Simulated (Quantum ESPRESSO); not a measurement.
## Cd2S: zone-centre phonons under several settings

```
CELL_PARAMETERS angstrom
3.96267 0.00000 0.00000
-1.98134 3.43177 0.00000
0.00000 0.00000 5.80919
ATOMIC_POSITIONS crystal
Cd 0.33333 0.66667 0.93272
Cd 0.66667 0.33333 0.57873
S 0.33333 0.66667 0.36571
```

The cell comes from a database or a generator and needn't be the stable form of this composition.

All runs used Quantum ESPRESSO 7.5; k mesh 8 × 8 × 4, shifted; relaxed cell; no spin polarisation; cutoff 612 eV; occupations smeared at first, fixed for the response.

```csv
level,potentials,volume (Å³/atom),pressure (GPa),lowest optical mode without the field (cm⁻¹),highest optical mode without the field (cm⁻¹),sum of the Born charges (e)
PBEsol,GBRV 1.5 PBEsol,24.46,0.2,32,287,0.20
LDA,GBRV 1.5 LDA,?,0.4,?,?,?
```

What stands in the row left open?

Volume 23.33 Å³/atom; lowest optical mode without the field 42 cm⁻¹; highest optical mode without the field 305 cm⁻¹; sum of the Born charges 0.17 e.

For the row left open. Caveat: the mesh is thin for the dielectric tensor, Born charges and intensities, which usually come out too large; the Born charges break their sum rule by 0.17 e, a sign of too thin a mesh.
